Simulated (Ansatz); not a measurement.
# C2H5NOZn: up Jacob's ladder to CCSD(T)

Aim: compute C2H5NOZn with functionals from several rungs and with coupled cluster, and see how far each lands from CCSD(T) at the basis-set limit for the atomisation energy.

Method: functionals in def2-TZVPP, the program's frozen cores in correlated methods; program: Ansatz 0.2.0, Gaussian basis.

Plan: PBE-D4, r2SCAN-D4, PBE0-D4, B3LYP-D4, ωB97X-V, ωB97M-V, B2PLYP; CCSD(T)/def2-TZVPP; MP2/def2-QZVPP; extrapolation to the limit.

## 1. The geometry

The geometry comes from an earlier relaxation with PBE0-D4 in a triple-zeta def2 set; it is a stationary point, not always the lowest conformer.

SMILES `[NH2][Zn][CH2]C=O`, 10 atoms, charge 0, spin multiplicity 1.

Atoms are counted from 1 here; the program's logs count them from 0.

Bond lengths: N1–Zn2 1.814 Å, N1–H6 1.010 Å, N1–H7 1.010 Å, Zn2–C3 1.953 Å, C3–C4 1.472 Å, C3–H8 1.093 Å, C3–H9 1.093 Å, C4–O5 1.207 Å, C4–H10 1.114 Å. Angles: Zn2–N1–H6 119.0°, Zn2–N1–H7 118.5°, H6–N1–H7 108.5°, N1–Zn2–C3 174.8°, Zn2–C3–C4 108.6°, Zn2–C3–H8 107.3°, Zn2–C3–H9 106.5°, C4–C3–H8 111.8°, C4–C3–H9 111.4°, H8–C3–H9 111.1°, C3–C4–O5 125.5°, C3–C4–H10 114.8°, O5–C4–H10 119.7°.

## 2. PBE-D4 (GGA)

File in.yaml:

```yaml
crystal:
  periodic: [false, false, false]
  atoms:
    - {symbol: N, position_ang: [-2.421231, 0.978778, 0.304367]}
    - {symbol: Zn, position_ang: [-0.851484, 0.156701, -0.085600]}
    - {symbol: C, position_ang: [0.774289, -0.755221, -0.669141]}
    - {symbol: C, position_ang: [1.885378, -0.332843, 0.198718]}
    - {symbol: O, position_ang: [2.616350, 0.606027, -0.005483]}
    - {symbol: H, position_ang: [-3.047643, 0.546551, 0.967612]}
    - {symbol: H, position_ang: [-2.415843, 1.974616, 0.470969]}
    - {symbol: H, position_ang: [0.587511, -1.829496, -0.595865]}
    - {symbol: H, position_ang: [0.942840, -0.455000, -1.706116]}
    - {symbol: H, position_ang: [2.013031, -0.941413, 1.123540]}
basis:
  gaussian: {orbitals: def2-TZVPP}
hamiltonian: {xc: pbe, dispersion: d4}
output: {forces: true, orbitals: {seedname: orbitals}}
```

On the command line:

```console
$ ansatz run in.yaml --threads 4 --pin off --events-out ev --progress --plain --max-ram 10444MiB
```

The runs that follow: r2SCAN-D4 (meta-GGA); PBE0-D4 (hybrid); B3LYP-D4 (hybrid); ωB97X-V (range-separated); ωB97M-V (range-separated); B2PLYP (double hybrid); CCSD(T) in def2-TZVPP; MP2 in def2-QZVPP.

Before running them: what should the planned runs give, taken together? Wanted: atomisation energy, CCSD(T)/CBS; farthest; mean size of error, hybrid; mean size of error, range-separated; gap, smallest and largest; T1 diagnostic; triples share of the correlation energy.

As calculated:

```
                               quantity                                 value
        atomisation energy, CCSD(T)/CBS                        857.3 kcal/mol
functionals within 4.3 kcal/mol (0.5 %)                     B3LYP-D4, ωB97M-V
                               farthest               PBE-D4 (+28.9 kcal/mol)
             mean size of error, hybrid                          2.9 kcal/mol
    mean size of error, range-separated                          4.4 kcal/mol
              gap, smallest and largest  3.79 eV (PBE-D4), 10.79 eV (ωB97X-V)
                          T1 diagnostic                                0.0160
triples share of the correlation energy                                 3.8 %
```

In words: PBE-D4 misses by +28.9 kcal/mol. Double hybrids carry the basis error of their MP2 part in triple zeta, and no dispersion term here, so their miss is partly the set-up's. The reference freezes the cores and leaves out relativity and excitations past (T), so misses under about 4.3 kcal/mol can't be ranked. Hartree-Fock recovers 68 % of the binding; the rest is correlation. The gap grows from 3.8 to 10.8 eV across the functionals, mostly with the share of exact exchange. For Zn the d shell is correlated and the shells below it are frozen.
